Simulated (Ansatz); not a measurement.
# Te4Pt3: band structure with r2SCAN

The system is Te4Pt3.

```
Pt Te
1.0
     1.99400    1.15124   11.79667
    -1.99400    1.15124   11.79667
     0.00000   -2.30247   11.79667
Pt Te
3 4
Direct
  0.85400 0.85400 0.85400
  0.14600 0.14600 0.14600
  0.00000 0.00000 0.00000
  0.70500 0.70500 0.70500
  0.29500 0.29500 0.29500
  0.55700 0.55700 0.55700
  0.44300 0.44300 0.44300
```

| Property | Result |
| --- | --- |
| Program | Ansatz 0.2.0 |
| Task | band structure |
| Functional | r2SCAN |
| Potentials or basis | Ansatz PAW |
| Cutoff | 500 eV (not typed: the program's choice for these potentials) |
| k mesh | 8 × 8 × 8 |
| Occupations | fermi-dirac, width 0.05 eV |
| Spin | no spin polarisation |
| Path | [["G", "L", "B1"], ["B", "Z", "G", "X"], ["Q", "F", "P1", "Z"], ["L", "P"]] |
| Points for each segment of the path | 10 |

* Pressure: 1.7 GPa
* Largest force: 0.656 eV/Å
* Band gap on the k mesh: none (metal or under the smearing width)

Forces in eV/Å, atoms in the order of the input:
```
Pt   0.000  0.000  0.254
Pt   0.000  0.000 -0.254
Pt   0.000  0.000  0.000
Te   0.000  0.000  0.201
Te   0.000  0.000 -0.201
Te   0.000  0.000 -0.656
Te   0.000  0.000  0.656
```

Stress tensor (GPa, compression positive):
```
1.62 0.00 0.00
0.00 1.62 0.00
0.00 0.00 1.80
```

Levels at the corners of the path, in eV from the Fermi level:
| point | band 56 | band 57 | band 58 | band 59 | band 60 | band 61 | band 62 | band 63 |
| --- | --- | --- | --- | --- | --- | --- | --- | --- |
| Γ | -0.74 | 0.59 | 0.59 | 1.27 | 2.14 | 2.14 | 2.23 | 2.23 |
| L | -2.47 | -1.82 | -1.50 | -0.93 | -0.59 | 0.97 | 1.79 | 1.83 |
| B1 | -2.18 | -2.06 | -1.35 | -1.05 | -0.79 | 0.69 | 1.38 | 2.19 |
| B | -2.18 | -2.06 | -1.35 | -1.05 | -0.79 | 0.69 | 1.38 | 2.19 |
| Z | -0.61 | 0.03 | 0.85 | 0.85 | 1.45 | 1.45 | 2.76 | 2.76 |
| Γ | -0.74 | 0.59 | 0.59 | 1.27 | 2.14 | 2.14 | 2.23 | 2.23 |
| X | -2.21 | -2.05 | -1.40 | -0.95 | -0.89 | 0.70 | 1.41 | 2.19 |
| Q | -2.21 | -2.05 | -1.40 | -0.95 | -0.89 | 0.70 | 1.41 | 2.19 |
| F | -2.26 | -1.82 | -1.71 | -1.23 | 0.09 | 0.90 | 1.48 | 2.77 |
| P1 | -2.30 | -1.82 | -1.61 | -1.28 | 0.00 | 1.02 | 1.28 | 2.65 |
| Z | -0.61 | 0.03 | 0.85 | 0.85 | 1.45 | 1.45 | 2.76 | 2.76 |
| L | -2.47 | -1.82 | -1.50 | -0.93 | -0.59 | 0.97 | 1.79 | 1.83 |
| P | -2.30 | -1.82 | -1.61 | -1.28 | 0.00 | 1.02 | 1.28 | 2.65 |

It took 62 s on 4 threads of AMD EPYC (Zen 3) (shared host), peak memory 1.4 GiB.

Caveat: spin-orbit coupling is left out, which moves the levels of the heavy elements; the PAW data sets come from PBE, with cores solved anew for the run's functional, which leaves a small shift of forces and pressure.
